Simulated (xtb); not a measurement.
# GFN0-xTB run of Si3PNH10 (SMILES N[SiH2]P[SiH2][SiH3])

What is the electronic atomisation energy of Si3PNH10 at GFN0-xTB? 

The results are computed with xtb 6.7.1.

6 further runs of the same task are left out: 6 set aside as unsound or not needed.

**1. The molecule**

Si3PNH10: 15 atoms, total charge 0, spin state singlet. SMILES: `N[SiH2]P[SiH2][SiH3]`. The shape is that of a GFN2-xTB optimisation. This is one conformer, not always the lowest.

Bond lengths: N1–Si2 1.725 Å, Si2–P3 2.245 Å, P3–Si4 2.234 Å, Si4–Si5 2.321 Å, N1–H6 1.008 Å, N1–H7 1.009 Å, Si2–H8 1.461 Å, Si2–H9 1.465 Å, P3–H10 1.380 Å, Si4–H11 1.470 Å, Si4–H12 1.471 Å, Si5–H13 1.467 Å, Si5–H14 1.464 Å, Si5–H15 1.467 Å. Some angles: N1–Si2–P3 113.3°, Si2–P3–Si4 102.1°, P3–Si4–Si5 115.4°, N1–Si2–H8 106.5°, N1–Si2–H9 104.9°, P3–Si2–H8 106.4°, P3–Si2–H9 112.6°, Si2–N1–H6 118.1°, Si2–N1–H7 117.8°, Si2–P3–H10 95.6°.

**2. Energy and forces at GFN0-xTB**

Contents of xtb.inp:

```
$chrg 0
$spin 0
$end
```

Contents of struc.xyz:

```xyz
15

N     -1.030370     2.514770     1.867630
Si    -1.038560     1.310740     0.632820
P     -0.479800    -0.731900     1.378410
Si    -0.167710    -1.854960    -0.527680
Si     1.608360    -1.127750    -1.833450
H     -0.142150     2.791630     2.255910
H     -1.701570     2.425720     2.615190
H     -2.416660     1.214440     0.157870
H     -0.113050     1.809400    -0.386860
H      0.852460    -0.438720     1.588100
H     -1.463480    -1.786350    -1.219460
H     -0.015840    -3.251470    -0.089750
H      1.420630     0.230930    -2.353150
H      1.813280    -1.997180    -2.993230
H      2.874460    -1.109300    -1.092340
```

On the command line:

```console
$ xtb struc.xyz --gfn 0 --grad --json --input xtb.inp > out.txt
```

The program printed:

```text
* xtb version 6.7.1
[...]
          :  # basis functions                  64          :
[...]
          :  # electrons                        32          :
[...]
 Zeroth order Hamiltonian       ...        0 min,  0.001 sec (  9.831%)
[...]
         ::                     SUMMARY                     ::
         :::::::::::::::::::::::::::::::::::::::::::::::::::::
         :: total energy             -16.399756267713 Eh    ::
         :: gradient norm              0.026126756128 Eh/a0 ::
         :: HOMO-LUMO gap              3.120325502864 eV    ::
         ::.................................................::
         :: H0 energy                -16.406328276410 Eh    ::
         :: repulsion energy           0.179675294544 Eh    ::
         :: electrostat energy        -0.168101808520 Eh    ::
         :: -> Gsolv                   0.000000000000 Eh    ::
         ::    -> Gsasa                0.000000000000 Eh    ::
         ::    -> Gshift               0.000000000000 Eh    ::
         :: dispersion energy         -0.005001477326 Eh    ::
         :: short-range corr.          0.000000000000 Eh    ::
         :: add. restraining           0.000000000000 Eh    ::
         :: total charge              -0.000000000000 e     ::
         :::::::::::::::::::::::::::::::::::::::::::::::::::::
[...]
        16        2.0000           -0.3760374             -10.2325 (HOMO)
        17                         -0.2613676              -7.1122 (LUMO)
[...]
          | TOTAL ENERGY              -16.399756267713 Eh   |
          | GRADIENT NORM               0.026126756128 Eh/α |
          | HOMO-LUMO GAP               3.120325502864 eV   |
           -------------------------------------------------
[...]
```

Standard error:

```text
normal termination of xtb
```

Run time: 0.043 s. Hardware: 1 thread of AMD EPYC 9R14 (Zen 4), shared host.

**3. The H atom: a single-point energy at GFN0-xTB**

Contents of coord:

```
$coord
      0.000000000000      0.000000000000      0.000000000000  h
$end
```

Run the same way, it converges to -0.43814 Eh (log not shown).

**4. The N atom: the energy at GFN0-xTB**

Contents of .CHRG:

```
0
```

Contents of .UHF:

```
3
```

Contents of mol.coord:

```
$coord
      0.000000000000      0.000000000000      0.000000000000  n
$end
```

Run the same way, it converges to -2.65700 Eh (log not shown).

**5. The P atom: the energy at GFN0-xTB**

Contents of mol.xyz:

```xyz
1

P      0.00000000     0.00000000     0.00000000
```

Run the same way, it converges to -2.24288 Eh (log not shown).

**6. The Si atom: the energy at GFN0-xTB**

Contents of coord:

```
$coord
      0.000000000000      0.000000000000      0.000000000000  si
$end
```

On the command line:

```console
$ xtb coord --gfn0 -u 2 --scc -P 1 > xtb.out
```

The program printed:

```text
* xtb version 6.7.1
[...]
          :  # basis functions                  10          :
[...]
          :  # electrons                         4          :
[...]
 Zeroth order Hamiltonian       ...        0 min,  0.000 sec ( 21.137%)
[...]
         ::                     SUMMARY                     ::
         :::::::::::::::::::::::::::::::::::::::::::::::::::::
         :: total energy              -1.648595165637 Eh    ::
         :: gradient norm              0.000000000000 Eh/a0 ::
         :: HOMO-LUMO gap              0.000000000000 eV    ::
         ::.................................................::
         :: H0 energy                 -1.648595165637 Eh    ::
         :: repulsion energy           0.000000000000 Eh    ::
         :: electrostat energy         0.000000000000 Eh    ::
         :: -> Gsolv                   0.000000000000 Eh    ::
         ::    -> Gsasa                0.000000000000 Eh    ::
         ::    -> Gshift               0.000000000000 Eh    ::
         :: dispersion energy          0.000000000000 Eh    ::
         :: short-range corr.          0.000000000000 Eh    ::
         :: add. restraining           0.000000000000 Eh    ::
         :: total charge               0.000000000000 e     ::
         :::::::::::::::::::::::::::::::::::::::::::::::::::::
[...]
         3        0.6667           -0.3041018              -8.2750 (HOMO)
         4        0.6667           -0.3041018              -8.2750 (LUMO)
[...]
          | TOTAL ENERGY               -1.648595165637 Eh   |
          | GRADIENT NORM               0.000000000000 Eh/α |
          | HOMO-LUMO GAP               0.000000000000 eV   |
           -------------------------------------------------
[...]
```

Standard error:

```text
normal termination of xtb
```

Wall time 0.034 s (1 thread of AMD EPYC 9R14 (Zen 4), shared host).

**7. Summary of results**

At GFN0-xTB:

```
                                quantity          value
                  molecule: total energy   -16.39976 Eh
                 molecule: dipole moment         1.25 D
                   molecule: HOMO energy      -10.23 eV
                   molecule: LUMO energy       -7.11 eV
                 molecule: HOMO–LUMO gap        3.12 eV
             molecule: dispersion energy  -13.13 kJ/mol
      molecule: largest force on an atom     0.752 eV/Å
molecule: mean polarisability (D4 model)    133.0 bohr³
                    H atom: total energy    -0.43814 Eh
                   H atom: dipole moment         0.00 D
     H atom: HOMO energy (partly filled)      -11.92 eV
  H atom: mean polarisability (D4 model)      5.0 bohr³
                    N atom: total energy    -2.65700 Eh
                   N atom: dipole moment         0.00 D
     N atom: HOMO energy (partly filled)      -11.54 eV
  N atom: mean polarisability (D4 model)      7.5 bohr³
                    P atom: total energy    -2.24288 Eh
                   P atom: dipole moment         0.00 D
     P atom: HOMO energy (partly filled)       -9.87 eV
                     P atom: LUMO energy       -1.63 eV
  P atom: mean polarisability (D4 model)     25.9 bohr³
                   Si atom: total energy    -1.64860 Eh
                  Si atom: dipole moment         0.00 D
    Si atom: HOMO energy (partly filled)       -8.28 eV
                    Si atom: LUMO energy       -8.28 eV
 Si atom: mean polarisability (D4 model)     38.9 bohr³
           electronic atomisation energy      59.122 eV
```

The method runs without spin polarisation, so open shells lack the exchange term that lowers high spin: such energies come out too high. The largest force (molecule) is 0.75 eV/Å: the shape isn't a stationary point for this species at this level. Taking the molecule apart into free atoms costs 59.12 eV (1363 kcal/mol), before zero-point energy and without spin-orbit coupling. Tight-binding and semi-empirical models aren't fitted to free atoms, so this value can be far from the true one.
